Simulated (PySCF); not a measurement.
# How the numerical set-up moves the result for KSi (quartet)

Aim: see how much the energy and properties of KSi (quartet) depend on the numerical set-up.

Program: PySCF 2.14.0. Level of theory: each script names its method and basis. These are calculated values, not measurements.

5 further runs of the same task are left out: 5 that didn't finish.

**1. Starting geometry**

KSi (quartet): 2 atoms, charge 0, spin multiplicity 4.

Bond lengths: K1–Si2 2.754 Å.

**2. The run that the others are compared with**

Input file input.py:

```python
from pyscf import gto, scf

mol = gto.M(
    atom='K 0 0 0; Si 0 0 2.754',
    basis='crenbl',
    ecp={'K': 'crenbl', 'Si': 'crenbl'},
    charge=0,
    spin=3,
    symmetry=True,
    verbose=4,
)
mf = scf.ROHF(mol)
mf.kernel()
mf.nuc_grad_method().kernel()
mf.dip_moment()
print('orbital energies (hartree):', mf.mo_energy[..., max(0, mol.nelec[1]-3):mol.nelec[0]+3].round(4))
```

On the command line:

```console
> OMP_NUM_THREADS=1 python input.py
```

Its log is not repeated here.

Base result: E(SCF) = -31.605550 Eh, 11 cycles, μ = 10.94 D, gradient on the second atom -0.0381 Eh/bohr.

The bond length is a typed value, not an optimised one. The quartet is typed in the script; nothing here shows that it is the ground state.

**3. Density fitting def2-universal-jkfit**

Variant 1 changes density fitting: none → def2-universal-jkfit.

Input file input.py:

```python
from pyscf import gto, scf

mol = gto.M(
    atom='K 0 0 0; Si 0 0 2.754',
    basis='crenbl',
    ecp={'K': 'crenbl', 'Si': 'crenbl'},
    charge=0,
    spin=3,
    symmetry=True,
    verbose=4,
)
mf = scf.ROHF(mol)
mf = mf.density_fit(auxbasis='def2-universal-jkfit')
mf.kernel()
mf.nuc_grad_method().kernel()
mf.dip_moment()
print('orbital energies (hartree):', mf.mo_energy[..., max(0, mol.nelec[1]-3):mol.nelec[0]+3].round(4))
```

On the command line:

```console
> OMP_NUM_THREADS=1 python input.py
```

**4. Cc-pvdz-dk (core potential off, X2C on)**

Variant 2 changes basis set: crenbl → cc-pvdz-dk; core potential: on → off; spin-free X2C: off → on. The core potential changes with it: totals don't compare.

Changes to input.py since step 2:

```diff
@@ -4,4 +4,3 @@
     atom='K 0 0 0; Si 0 0 2.754',
-    basis='crenbl',
-    ecp={'K': 'crenbl', 'Si': 'crenbl'},
+    basis='cc-pvdz-dk',
     charge=0,
@@ -12,2 +11,3 @@
 mf = scf.ROHF(mol)
+mf = mf.sfx2c1e()
 mf.kernel()
```

**5. Jorge-dzp (core potential off)**

Variant 3 changes basis set: crenbl → jorge-dzp; core potential: on → off. The core potential changes with it: totals don't compare.

Changes to input.py since step 2:

```diff
@@ -4,4 +4,3 @@
     atom='K 0 0 0; Si 0 0 2.754',
-    basis='crenbl',
-    ecp={'K': 'crenbl', 'Si': 'crenbl'},
+    basis='jorge-dzp',
     charge=0,
```

**6. Sbkjc**

Variant 4 changes basis set: crenbl → sbkjc. The core potential changes with it: totals don't compare.

Changes to input.py since step 2:

```diff
@@ -4,4 +4,4 @@
     atom='K 0 0 0; Si 0 0 2.754',
-    basis='crenbl',
-    ecp={'K': 'crenbl', 'Si': 'crenbl'},
+    basis='sbkjc',
+    ecp={'K': 'sbkjc', 'Si': 'sbkjc'},
     charge=0,
```

**Question.** What will these runs give? Wanted: for each run, E(SCF); from base; SCF dipole.

The runs gave:

```tsv
run	E(SCF) (hartree)	from base (eV)	cycles	SCF dipole (D)	functions
base	-31.605550	0	11	10.94	33
density fitting def2-universal-jkfit	-31.605533	+0.0005	11	10.94	33
cc-pvdz-dk (core potential off, X2C on)	-890.931038	not comparable	14	9.81	45
jorge-dzp (core potential off)	-888.021663	not comparable	12	10.01	55
sbkjc	-3.830776	not comparable	13	10.36	16
```

**Reading.** The dearest run is “cc-pvdz-dk (core potential off, X2C on)”, at 3.4 s against 1.1 s.
